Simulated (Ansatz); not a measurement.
**BH₂Cl + H₂: a complex and its separated parts**

Aim: how far the complex at one end of a reaction step lies below its separated, relaxed parts, level by level.

Program: Ansatz 0.2.0, Gaussian basis. Level of theory: PBE0-D4/def2-TZVP structures, single points in def2-TZVPP, no counterpoise correction. These are calculated values, not measurements.

Levels: SPW92, PBE-D4, BLYP-D4, r2SCAN-D4, B97M-V, PBE0-D4, B3LYP-D4, r2SCAN0-D4, BHLYP-D4, CAM-B3LYP-D4, wB97X-V, wB97M-V, B2PLYP, PBE-QIDH, RPA on PBE, Hartree-Fock, MP2, CCSD, CCSD(T).

Correlated methods freeze the cores. B3LYP uses VWN-RPA correlation. B2PLYP carries no dispersion term here.

94 further runs of the same task are left out: 94 set aside as unsound or not needed.

### 1 Starting geometry

The complex: 6 atoms, charge 0, spin multiplicity 1.

Atoms are counted from 1 here; the program's logs count them from 0.

Bond lengths: B1–Cl2 1.735 Å, B1–H3 1.190 Å, B1–H4 1.190 Å, H5–H6 0.747 Å. Angles: Cl2–B1–H3 118.1°, Cl2–B1–H4 118.1°, H3–B1–H4 123.7°.

As a file:

| atom | x (Å) | y (Å) | z (Å) |
| --- | --- | --- | --- |
| B1 | 0.6140 | -0.5658 | -0.4670 |
| Cl2 | 1.2613 | 0.7172 | -1.4389 |
| H3 | -0.3191 | -1.1724 | -0.8880 |
| H4 | 1.1382 | -0.7988 | 0.5756 |
| H5 | -1.2511 | 1.2248 | 0.9329 |
| H6 | -1.4434 | 0.5949 | 1.2852 |

Its parts: BH₂Cl holds atoms 1, 2, 3, 4; H₂ holds atoms 5, 6. Each part counts its atoms afresh in its own runs.

### 2 Relaxing BH₂Cl alone

Contents of relax-a/in.yaml:

```yaml
crystal:
  periodic: [false, false, false]
  atoms:
    - {symbol: B, position_ang: [0.614046, -0.565762, -0.466953]}
    - {symbol: Cl, position_ang: [1.261283, 0.717225, -1.438911]}
    - {symbol: H, position_ang: [-0.319079, -1.172406, -0.887962]}
    - {symbol: H, position_ang: [1.138171, -0.798772, 0.575635]}
basis:
  gaussian: {orbitals: def2-TZVP}
hamiltonian: {xc: pbe0, dispersion: d4}
relax: {f_tol: 0.005, max_steps: 200}
```

On the command line:

```
> ansatz run in.yaml --threads 2 --pin off --events-out ev --progress --plain --max-ram 4352MiB
```

The runs that follow: Relaxing H₂ alone; SPW92/def2-TZVPP; PBE-D4/def2-TZVPP; BLYP-D4/def2-TZVPP; r2SCAN-D4/def2-TZVPP; B97M-V/def2-TZVPP; PBE0-D4/def2-TZVPP; B3LYP-D4/def2-TZVPP; r2SCAN0-D4/def2-TZVPP; BHLYP-D4/def2-TZVPP; CAM-B3LYP-D4/def2-TZVPP; wB97X-V/def2-TZVPP; wB97M-V/def2-TZVPP; B2PLYP/def2-TZVPP; PBE-QIDH/def2-TZVPP; RPA on PBE/def2-TZVPP; CCSD(T)/def2-TZVPP; Vibrations of BH₂Cl; Vibrations of H₂.

Q: Predict the outcome of this session. Wanted: complex less parts, CCSD(T)/def2-TZVPP; with zero-point energy; largest T1 diagnostic.

The runs gave:

| quantity | value |
| --- | --- |
| complex less parts, CCSD(T)/def2-TZVPP | -1.71 kJ/mol |
| with zero-point energy | +1.90 kJ/mol |
| largest T1 diagnostic | 0.012 |

**Reading.** At CCSD(T) the complex lies 1.71 kJ/mol below its parts. B3LYP-D4 is the best functional here (-0.04 kJ/mol from CCSD(T)); SPW92 is the worst (-4.41 kJ/mol). Mean unsigned error by rung: LDA 4.41, GGA 0.97, meta-GGA 0.45, hybrid 0.54, range-separated hybrid 0.64, double hybrid 0.82 kJ/mol. PBE-D4 gives a relative energy 1.42 kJ/mol too low, an error of 83 % of the reference. No counterpoise was applied, and triple zeta lacks some correlation, so the CCSD(T) reference has a basis error of its own, and close matches with it are partly luck.
